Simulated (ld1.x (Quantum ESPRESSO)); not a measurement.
# W: generating and testing a TM potential

Aim: build the potential from the settings below, then test how well it stands in for the atom: other configurations, scattering, ghost states and the plane-wave cutoff that it needs.

Program: ld1.x (Quantum ESPRESSO) 7.5. Reference atom: PBEsol, scalar-relativistic, spherical and spin-unpolarised. All values are calculated.

## 1. The atom and the settings

The settings as typed:

```
element                 : tungsten (W, Z = 74)
type                    : norm-conserving Troullier–Martins (Kleinman–Bylander form)
frozen core             : [Xe] 4f14
valence charge          : 6
reference configuration : 5d4 6s2 6p0
partial waves           : 6s (bound): rc 2.70 bohr; 6p (bound, empty): rc 2.65 bohr; 5d (bound): rc 1.45 bohr; 5f channel at 0.3 Ry: rc 2.15 bohr
local potential         : all-electron potential smoothed inside 1.85 bohr (lloc = -1)
core correction         : a·sin(br)/r model core inside 1.40 bohr
```

The outer shells as boxes (Hund's rule for the drawing; the calculation is spin-unpolarised):

```
[Xe] core
4f [↑↓][↑↓][↑↓][↑↓][↑↓][↑↓][↑↓]
5d [↑ ][↑ ][↑ ][↑ ][  ]
6s [↑↓]
6p [  ][  ][  ]
```

## 2. Generating the potential

W.in

```
 &input
   title='W', zed=74., rel=1, dft='PBESOL', iswitch=3,
   config='[Xe] 4f14 5d4 5f-2 6s2 6p0',
   nld=4, rlderiv=2.95, eminld=-2.0, emaxld=5.0, deld=0.02
 /
 &inputp
   pseudotype=2, tm=.true., lloc=-1, rcloc=1.85,
   nlcc=.true., rcore=1.40,
   file_pseudopw='W.UPF', file_wfcaegen='ae.wfc', file_wfcncgen='nc.wfc', file_beta='beta', file_chi='chi'
 /
4
6S  1  0   2.00   0.00  2.70  2.70  0.0
6P  2  1   0.00   0.00  2.65  2.65  0.0
5D  3  2   4.00   0.00  1.45  1.45  0.0
5F  4  3  -2.00   0.30  2.15  2.15  0.0
 &test
   configts(1)='5d4 6s2 6p0'
 /
```

Command:

```bash
$ ld1.x < W.in > W.out
```

Output in W.out (without the banner and most projector matrices):

```text
     Program LD1 v.7.5
     --------------------------- All-electron run ----------------------------

     W
     scalar relativistic calculation

     atomic number is 74.00
     dft =PBESOL   lsd =0 sic =0 latt =0  beta=0.20 tr2=1.0E-14
     Exchange-correlation= PBESOL
                           (   1   4  10   8   0   0   0)
     mesh =1273 r(mesh) =  99.08072 a.u. xmin = -7.00 dx = 0.01250
     1 Ry =  13.60569312 eV, c = 137.03599908

     n l     nl                  e(Ry)          e(Ha)          e(eV)
     1 0     1S 1( 2.00)     -5106.1401     -2553.0700    -69472.5750
     2 0     2S 1( 2.00)      -881.3270      -440.6635    -11991.0646
     2 1     2P 1( 6.00)      -770.7920      -385.3960    -10487.1593
     3 0     3S 1( 2.00)      -202.9587      -101.4793     -2761.3933
     3 1     3P 1( 6.00)      -170.2322       -85.1161     -2316.1277
     4 0     4S 1( 2.00)       -41.8458       -20.9229      -569.3409
     4 1     4P 1( 6.00)       -31.1112       -15.5556      -423.2890
     3 2     3D 1(10.00)      -132.5923       -66.2962     -1804.0105
     5 0     5S 1( 2.00)        -5.8143        -2.9071       -79.1074
     5 1     5P 1( 6.00)        -3.1767        -1.5883       -43.2212
     4 2     4D 1(10.00)       -17.5123        -8.7561      -238.2667
     4 3     4F 1(14.00)        -2.4430        -1.2215       -33.2382
     5 2     5D 1( 4.00)        -0.3316        -0.1658        -4.5117
     6 0     6S 1( 2.00)        -0.4223        -0.2112        -5.7458
     6 1     6P 1( 0.00)        -0.0979        -0.0489        -1.3315

     final scf error:  2.3E-15 reached in  33 iterations

     Etot =  -32275.537659 Ry,  -16137.768830 Ha, -439131.060773 eV

     Ekin =   35567.121355 Ry,   17783.560677 Ha,  483915.338422 eV
     Encl =  -79818.466412 Ry,  -39909.233206 Ha,-1085985.559547 eV
     Eh   =   12611.683664 Ry,    6305.841832 Ha,  171590.697692 eV
     Exc  =    -635.876266 Ry,    -317.938133 Ha,   -8651.537340 eV

     normalization and overlap integrals

     s(1S/1S) =  1.000000  <r> =   0.0183  <r2> =    0.0005  r(max) =   0.0115
     s(2S/2S) =  1.000000  <r> =   0.0776  <r2> =    0.0071  r(max) =   0.0653
     s(2P/2P) =  1.000000  <r> =   0.0694  <r2> =    0.0059  r(max) =   0.0541
     s(3S/3S) =  1.000000  <r> =   0.2011  <r2> =    0.0462  r(max) =   0.1842
     s(3P/3P) =  1.000000  <r> =   0.2014  <r2> =    0.0470  r(max) =   0.1842
     s(4S/4S) =  1.000000  <r> =   0.4496  <r2> =    0.2282  r(max) =   0.4204
     s(4P/4P) =  1.000000  <r> =   0.4781  <r2> =    0.2601  r(max) =   0.4419
     s(3D/3D) =  1.000000  <r> =   0.1824  <r2> =    0.0390  r(max) =   0.1490
     s(5S/5S) =  1.000000  <r> =   1.0667  <r2> =    1.2791  r(max) =   0.9593
     s(5P/5P) =  1.000000  <r> =   1.2493  <r2> =    1.7719  r(max) =   1.0870
     s(4D/4D) =  1.000000  <r> =   0.5115  <r2> =    0.3032  r(max) =   0.4531
     s(4F/4F) =  1.000000  <r> =   0.6078  <r2> =    0.4646  r(max) =   0.4310
     s(5D/5D) =  1.000000  <r> =   2.0716  <r2> =    5.2601  r(max) =   1.4858
     s(6S/6S) =  1.000000  <r> =   3.1621  <r2> =   11.4190  r(max) =   2.6404
     s(6P/6P) =  1.000000  <r> =   4.7859  <r2> =   27.0086  r(max) =   3.7004

     ------------------------ End of All-electron run ------------------------

     --------------------- Generating NC pseudopotential ---------------------

      Generating local potential from pseudized AE potential:
      Matching radius rcloc =   1.8500

      Local pseudo, rcloc= 1.861 Estimated cut-off energy=     7.27 Ry

      Computing core charge for nlcc:

       r > 1.41 : true rho core
       r < 1.41 : rho core = a sin(br)/r    a=   9.46  b=   1.84

      Integrated core pseudo-charge :  10.18

      Wfc   6S  rcut= 2.707  Using Troullier-Martins method

      Wfc   6P  rcut= 2.640  Using Troullier-Martins method

      Wfc   5D  rcut= 1.449  Using Troullier-Martins method

      Wfc   5F  rcut= 2.162  Using Troullier-Martins method

     ------------------- End of pseudopotential generation -------------------

     [... the all-electron block is printed once more ...]


     Computing logarithmic derivative in   2.93646
     Computing logarithmic derivative in   2.93646
     Computing the partial wave expansion
     R is outside the sphere for l=    0 j= 0.00
     R is outside the sphere for l=    1 j= 0.00
     R is outside the sphere for l=    2 j= 0.00
     R is outside the sphere for l=    3 j= 0.00

     ---------------------- Testing the pseudopotential ----------------------

     W
     scalar relativistic calculation

     atomic number is 74.00   valence charge is  6.00
     dft =PBESOL   lsd =0 sic =0 latt =0  beta=0.20 tr2=1.0E-14
     mesh =1273 r(mesh) =  99.08072 xmin = -7.00 dx = 0.01250

     n l     nl             e AE (Ry)        e PS (Ry)    De AE-PS (Ry)
     3 2     5D   1( 4.00)       -0.33160       -0.33159       -0.00002
     1 0     6S   1( 2.00)       -0.42231       -0.42231        0.00000
     2 1     6P   1( 0.00)       -0.09787       -0.09787       -0.00000

     eps = 7.6E-15  iter =  4

     Etot =  -32275.537659 Ry,  -16137.768830 Ha, -439131.060773 eV
     Etotps =   -28.364767 Ry,     -14.182384 Ha,    -385.922318 eV

     Ekin =      13.007113 Ry,       6.503557 Ha,     176.970789 eV
     Encl =     -37.010800 Ry,     -18.505400 Ha,    -503.557581 eV
     Ehrt =      13.461037 Ry,       6.730518 Ha,     183.146736 eV
     Ecxc =     -18.417746 Ry,      -9.208873 Ha,    -250.586197 eV
     (Ecc =     -13.314709 Ry,      -6.657354 Ha,    -181.155843 eV)
     Epseu=       0.595628 Ry,       0.297814 Ha,       8.103935 eV

     ---------------------- End of pseudopotential test ----------------------
```

Run time: 1.9 s. Hardware: 1 thread of Neoverse-V1, shared host. (Generation and the later configuration tests together.)

All-electron and pseudo partial waves u(r) = r·R(r), from the program's wave files:

| r (bohr) | 6p AE | 6p PS |
| --- | --- | --- |
| 0.135 | -0.0785 | 0.0026 |
| 0.270 | 0.0557 | 0.0102 |
| 0.405 | 0.1133 | 0.0219 |
| 0.540 | 0.0184 | 0.0369 |
| 0.675 | -0.0983 | 0.0536 |
| 0.810 | -0.1748 | 0.0708 |
| 0.945 | -0.2016 | 0.0876 |
| 1.080 | -0.1879 | 0.1033 |
| 1.215 | -0.1469 | 0.1182 |
| 1.350 | -0.0899 | 0.1329 |
| 1.485 | -0.0254 | 0.1485 |
| 1.620 | 0.0408 | 0.1664 |
| 1.755 | 0.1052 | 0.1877 |
| 1.890 | 0.1655 | 0.2137 |
| 2.025 | 0.2207 | 0.2445 |
| 2.160 | 0.2703 | 0.2794 |
| 2.295 | 0.3141 | 0.3164 |
| 2.430 | 0.3522 | 0.3525 |
| 2.565 | 0.3850 | 0.3850 |
| 2.700 | 0.4127 | 0.4127 |
| 2.835 | 0.4357 | 0.4357 |
| 2.970 | 0.4544 | 0.4544 |
| 3.105 | 0.4691 | 0.4691 |
| 3.240 | 0.4802 | 0.4802 |
| 3.375 | 0.4881 | 0.4881 |
| 3.510 | 0.4930 | 0.4930 |

## 3. Testing the new file in other configurations

W.test.in

```
 &input
   title='W', zed=74., rel=1, dft='PBESOL', iswitch=2,
   config='[Xe] 4f14 5d4 5f-2 6s2 6p0'
 /
 &test
   file_pseudo='W.UPF', nconf=8,
   configts(1)='5d4 6s2 6p0',
   configts(2)='5d4 6s1 6p0',
   configts(3)='5d4 6s0 6p0',
   configts(4)='5d3 6s0 6p0',
   configts(5)='5d4 6s1 6p1',
   configts(6)='5d4 6s1.5 6p0',
   configts(7)='5d4.5 6s1.5 6p0',
   configts(8)='5d2 6s0 6p0'
 /
```

Command:

```bash
$ ld1.x < W.test.in > W.test.out
```

W.test.out, the pseudopotential blocks, each with the warnings that came before it:

```text
     ---------------------- Testing the pseudopotential ----------------------

     W
     scalar relativistic calculation

     atomic number is 74.00   valence charge is  6.00
     dft =PBESOL   lsd =0 sic =0 latt =0  beta=0.20 tr2=1.0E-14
     mesh =1273 r(mesh) =  99.08072 xmin = -7.00 dx = 0.01250

     n l     nl             e AE (Ry)        e PS (Ry)    De AE-PS (Ry)
     3 2     5D   1( 4.00)       -0.33160       -0.33159       -0.00002
     1 0     6S   1( 2.00)       -0.42231       -0.42231        0.00000
     2 1     6P   1( 0.00)       -0.09787       -0.09787       -0.00000

     eps = 8.9E-16  iter =  4

     Etot =  -32275.537659 Ry,  -16137.768830 Ha, -439131.060774 eV
     Etotps =   -28.364768 Ry,     -14.182384 Ha,    -385.922331 eV

     Ekin =      13.007113 Ry,       6.503556 Ha,     176.970785 eV
     Encl =     -37.010800 Ry,     -18.505400 Ha,    -503.557594 eV
     Ehrt =      13.461037 Ry,       6.730519 Ha,     183.146742 eV
     Ecxc =     -18.417746 Ry,      -9.208873 Ha,    -250.586200 eV
     (Ecc =     -13.314709 Ry,      -6.657354 Ha,    -181.155843 eV)
     Epseu=       0.595628 Ry,       0.297814 Ha,       8.103936 eV

     ---------------------- End of pseudopotential test ----------------------

     ---------------------- Testing the pseudopotential ----------------------

     W
     [...]
     n l     nl             e AE (Ry)        e PS (Ry)    De AE-PS (Ry)
     3 2     5D   1( 4.00)       -0.86540       -0.86368       -0.00172
     1 0     6S   1( 1.00)       -0.89848       -0.89976        0.00128
     2 1     6P   1( 0.00)       -0.49824       -0.49862        0.00037

     eps = 4.5E-16  iter =  7

     Etot =  -32274.881712 Ry,  -16137.440856 Ha, -439122.136149 eV
     Etotps =   -27.708024 Ry,     -13.854012 Ha,    -376.986877 eV
     dEtot_ae =       0.655948 Ry
     dEtot_ps =       0.656744 Ry,   Delta E=      -0.000796 Ry

     [...]
     ---------------------- End of pseudopotential test ----------------------

     Warning: n=2, l=1 expected 0 nodes, found 1
     ---------------------- Testing the pseudopotential ----------------------

     W
     [...]
     n l     nl             e AE (Ry)        e PS (Ry)    De AE-PS (Ry)
     3 2     5D   1( 4.00)       -1.46302       -1.46086       -0.00215
     1 0     6S   1( 0.00)       -1.41469       -1.41902        0.00432
     2 1     6P   1( 0.00)       -0.94600       -1.07372        0.12772  !

     eps = 3.6E-17  iter =  7

     Etot =  -32273.728137 Ry,  -16136.864069 Ha, -439106.440969 eV
     Etotps =   -26.551508 Ry,     -13.275754 Ha,    -361.251668 eV
     dEtot_ae =       1.809522 Ry
     dEtot_ps =       1.813260 Ry,   Delta E=      -0.003738 Ry

     [...]
     ---------------------- End of pseudopotential test ----------------------

     Warning: n=1, l=0 expected 0 nodes, found 1
     ---------------------- Testing the pseudopotential ----------------------

     W
     [...]
     n l     nl             e AE (Ry)        e PS (Ry)    De AE-PS (Ry)
     3 2     5D   1( 3.00)       -2.28777       -2.30344        0.01566  !
     1 0     6S   1( 0.00)       -2.07446       -2.08847        0.01401  !
     2 1     6P   1( 0.00)       -1.51670       -1.51670        0.00000

     eps = 2.2E-18  iter =  7

     Etot =  -32271.861003 Ry,  -16135.930502 Ha, -439081.037319 eV
     Etotps =   -24.678748 Ry,     -12.339374 Ha,    -335.771473 eV
     dEtot_ae =       3.676656 Ry
     dEtot_ps =       3.686020 Ry,   Delta E=      -0.009364 Ry

     [...]
     ---------------------- End of pseudopotential test ----------------------

     ---------------------- Testing the pseudopotential ----------------------

     W
     [...]
     n l     nl             e AE (Ry)        e PS (Ry)    De AE-PS (Ry)
     3 2     5D   1( 4.00)       -0.43573       -0.43643        0.00070
     1 0     6S   1( 1.00)       -0.49930       -0.50009        0.00079
     2 1     6P   1( 1.00)       -0.15561       -0.15573        0.00013

     eps = 6.4E-15  iter = 11

     Etot =  -32275.203576 Ry,  -16137.601788 Ha, -439126.515339 eV
     Etotps =   -28.030317 Ry,     -14.015158 Ha,    -381.371889 eV
     dEtot_ae =       0.334083 Ry
     dEtot_ps =       0.334451 Ry,   Delta E=      -0.000368 Ry

     [...]
     ---------------------- End of pseudopotential test ----------------------

     ---------------------- Testing the pseudopotential ----------------------

     W
     [...]
     n l     nl             e AE (Ry)        e PS (Ry)    De AE-PS (Ry)
     3 2     5D   1( 4.00)       -0.58928       -0.58837       -0.00091
     1 0     6S   1( 1.50)       -0.65408       -0.65460        0.00053
     2 1     6P   1( 0.00)       -0.29006       -0.29029        0.00024

     eps = 1.5E-15  iter =  7

     Etot =  -32275.269254 Ry,  -16137.634627 Ha, -439127.408938 eV
     Etotps =   -28.096141 Ry,     -14.048071 Ha,    -382.267478 eV
     dEtot_ae =       0.268405 Ry
     dEtot_ps =       0.268627 Ry,   Delta E=      -0.000222 Ry

     [...]
     ---------------------- End of pseudopotential test ----------------------

     ---------------------- Testing the pseudopotential ----------------------

     W
     [...]
     n l     nl             e AE (Ry)        e PS (Ry)    De AE-PS (Ry)
     3 2     5D   1( 4.50)       -0.28611       -0.28413       -0.00198
     1 0     6S   1( 1.50)       -0.40029       -0.40183        0.00154
     2 1     6P   1( 0.00)       -0.08884       -0.08977        0.00093

     eps = 3.9E-15  iter = 10

     Etot =  -32275.486470 Ry,  -16137.743235 Ha, -439130.364305 eV
     Etotps =   -28.312499 Ry,     -14.156249 Ha,    -385.211169 eV
     dEtot_ae =       0.051189 Ry
     dEtot_ps =       0.052269 Ry,   Delta E=      -0.001080 Ry

     [...]
     ---------------------- End of pseudopotential test ----------------------

     ---------------------- Testing the pseudopotential ----------------------

     W
     [...]
     n l     nl             e AE (Ry)        e PS (Ry)    De AE-PS (Ry)
     3 2     5D   1( 2.00)       -3.19842       -3.24978        0.05135  !
     1 0     6S   1( 0.00)       -2.79641       -2.79641        0.00000
     2 1     6P   1( 0.00)       -2.15348       -2.15348        0.00000

     eps = 2.3E-18  iter =  7

     Etot =  -32269.124898 Ry,  -16134.562449 Ha, -439043.810706 eV
     Etotps =   -21.910085 Ry,     -10.955043 Ha,    -298.101895 eV
     dEtot_ae =       6.412762 Ry
     dEtot_ps =       6.454683 Ry,   Delta E=      -0.041921 Ry

     [...]
     ---------------------- End of pseudopotential test ----------------------
```

The tests as a table, with energies relative to 5d4 6s2 6p0. A star marks tests that logged a warning.

```tsv
valence configuration	charge	ΔE all-electron (eV)	error AE − PS (meV)
5d4 6s1 6p0	+1	8.925	-11
5d4 6s0 6p0 *	+2	24.620	-51
5d3 6s0 6p0 *	+3	50.023	-127
5d4 6s1 6p1	0	4.545	-5.0
5d4 6s1.5 6p0	+0.5	3.652	-3.0
5d4.5 6s1.5 6p0	0	0.696	-15
5d2 6s0 6p0	+4	87.250	-570
```

## 4. Does it scatter like the atom?

Taken from the files of the generation run. The phase is arctan(r·u′/u) with u = r·R, unwrapped, with energies in Ry. A pole is an energy at which the radial function vanishes at the test radius. The pseudo phase is shifted by a multiple of π to meet the all-electron one at the reference energy. Levels narrower than the energy grid can be missing from the poles. The last column is the largest difference on the grid between −1 and +1 Ry.

| channel | radius (bohr) | reference (Ry) | poles AE | poles PS | window around the reference with phases within 0.05 rad (Ry) | largest difference near zero (rad) |
| --- | --- | --- | --- | --- | --- | --- |
| s | 2.94 | -0.42 | 1.23 | 1.13 | below 2.2 | 0.010 |
| p | 2.94 | -0.10 | 2.60 | -0.63, 2.62 | -0.5 to 4.1 | 3.071 |
| d | 2.94 | -0.33 | 0.05 | 0.05, 4.93 | the whole range | 0.001 |
| f | 2.94 | 0.30 | 3.11 | 3.02 | below 4.3 | 0.001 |

Phases (rad) along the scan:

| E (Ry) | p AE | p PS | d AE | d PS |
| --- | --- | --- | --- | --- |
| -2.00 | 1.319 | 4.437 | 1.314 | 1.314 |
| -1.52 | 1.272 | 4.388 | 1.261 | 1.261 |
| -1.04 | 1.198 | 4.302 | 1.142 | 1.142 |
| -0.56 | 1.058 | 1.137 | 0.408 | 0.408 |
| -0.08 | 0.701 | 0.701 | -1.479 | -1.479 |
| 0.40 | -0.334 | -0.293 | -1.708 | -1.708 |
| 0.88 | -1.109 | -1.075 | -1.837 | -1.838 |
| 1.36 | -1.360 | -1.340 | -2.011 | -2.015 |
| 1.84 | -1.473 | -1.462 | -2.438 | -2.457 |
| 2.32 | -1.541 | -1.535 | -3.601 | -3.641 |
| 2.80 | -1.590 | -1.591 | -4.271 | -4.288 |
| 3.28 | -1.633 | -1.642 | -4.486 | -4.495 |
| 3.76 | -1.675 | -1.702 | -4.586 | -4.593 |
| 4.24 | -1.726 | -1.795 | -4.647 | -4.653 |
| 4.72 | -1.798 | -2.015 | -4.690 | -4.696 |

## 5. Cutoff and ghost test in a Bessel basis

This step uses the generator's waves and projectors in a separate script. Basis: spherical Bessel functions vanishing at 20 bohr, q² up to the cutoff; potential fixed at the reference.

All-electron valence levels (Ry): 6s -0.4223, 6p -0.0979, 5d -0.3316. The lowest levels of each channel (Ry) by cutoff; the last column sums, over occupied levels, occupation times the distance from the level at 400 Ry. A positive value at high cutoff is not a bound level.

| cutoff (Ry) | s #1 | s #2 | p #1 | p #2 | d #1 | f #1 | Σ f·Δε (mRy) |
| --- | --- | --- | --- | --- | --- | --- | --- |
| 8 | -2.3293 | -0.4174 | -0.0983 | 0.0501 | -0.0780 | 0.1102 | 1024.3 |
| 12 | -3.6951 | -0.4207 | -0.0988 | 0.0501 | -0.2017 | 0.1102 | 522.8 |
| 18 | -4.3824 | -0.4222 | -0.4664 | -0.0977 | -0.3001 | 0.1102 | 126.3 |
| 25 | -4.5186 | -0.4222 | -0.6039 | -0.0978 | -0.3258 | 0.1102 | 23.2 |
| 30 | -4.5456 | -0.4223 | -0.6247 | -0.0978 | -0.3305 | 0.1102 | 4.5 |
| 40 | -4.5574 | -0.4223 | -0.6389 | -0.0978 | -0.3313 | 0.1102 | 1.2 |
| 50 | -4.5588 | -0.4223 | -0.6417 | -0.0979 | -0.3315 | 0.1102 | 0.6 |
| 60 | -4.5589 | -0.4223 | -0.6418 | -0.0979 | -0.3316 | 0.1102 | 0.2 |
| 400 | -4.5589 | -0.4223 | -0.6418 | -0.0979 | -0.3316 | 0.1102 | 0.0 |

The sum stays within 10 mRy from 30 Ry and within 1 mRy from 50 Ry. The sum leaves out empty levels, which can need more. Ghost test: ghost states, bound below the all-electron valence or empty levels of the same l: s at -62.0 eV, p at -8.7 eV.

## 6. Summary of results

```
                                                quantity                          value
               cutoffs for 10 and 1 mRy, occupied levels                30 Ry and 50 Ry
                                            bound ghosts  s at -62.03 eV, p at -8.73 eV
                            largest test error (AE − PS)      -570 meV, for 5d2 6s0 6p0
largest phase difference near zero energy, channels read                      3.071 rad
```

A bound ghost (s, p) makes it unfit for use: electrons can fall into a state that the atom doesn't have. The worst unpolarised test, 5d2 6s0 6p0, is off by 570 meV on 87.3 eV; by total energies transferability rates as poor. That test lies far up in energy; among those under 40 eV, nearer to bonding, the largest error is 51 meV. By its cutoff, 30 Ry for the looser tolerance, it is soft on the atom at that tolerance. The slowest occupied level is 5d: taken alone it needs 35 Ry to come within 1 mRy, against 15 Ry for 6s. Of the channels read, p scatters worst near zero energy, by up to 3.07 rad. A step near π is an extra or missing state, not a misfit of shape. The pseudo curves have a pole with no partner nearby in the atom's: p at -0.63 Ry.
